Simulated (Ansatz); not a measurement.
# FGeH2N: the cost of one run

Method: UKS r2SCAN-D4/def2-mTZVP, in Ansatz 0.2.0.

## Step 1: The system as given

Bond lengths: N1–Ge2 1.814 Å, Ge2–F3 1.738 Å, N1–H4 1.069 Å, N1–H5 1.060 Å. Angles: N1–Ge2–F3 107.2°, Ge2–N1–H4 104.9°, Ge2–N1–H5 110.3°, H4–N1–H5 101.2°.

Structure file:

```xyz
5

N    -0.6804    0.0791   -0.3071
Ge    0.5680   -0.1283    0.9925
F     1.6427   -1.3932    0.4755
H    -1.2520    0.9308   -0.0059
H    -0.2283    0.4380   -1.1963
```

## Step 2: Relaxing end A

Contents of input.yaml:

```yaml
crystal:
  periodic: [false, false, false]
  atoms:
    - { symbol: "N", position_ang: [-0.6804, 0.0791, -0.3071] }
    - { symbol: Ge, position_ang: [0.568, -0.1283, 0.9925] }
    - { symbol: F, position_ang: [1.6427, -1.3932, 0.4755] }
    - { symbol: H, position_ang: [-1.252, 0.9308, -0.0059] }
    - { symbol: H, position_ang: [-0.2283, 0.438, -1.1963] }
magnetization:
  spin_polarized: true
basis:
  gaussian: { orbitals: def2-mTZVP }
hamiltonian:
  xc: r2scan
  dispersion: d4
relax:
  f_tol: 0.02
  max_steps: 50
```

Run with:

```console
$ ansatz run input.yaml --threads 2 --pin off --max-ram 3072MiB --backend cpu --events-out ev --progress --plain --runs-dir out
```

**Question.** How long does this run take on 2 threads of Arm Neoverse V2, shared host, and how much memory does it need?

About 26 s, with a peak of 0.18 GiB.
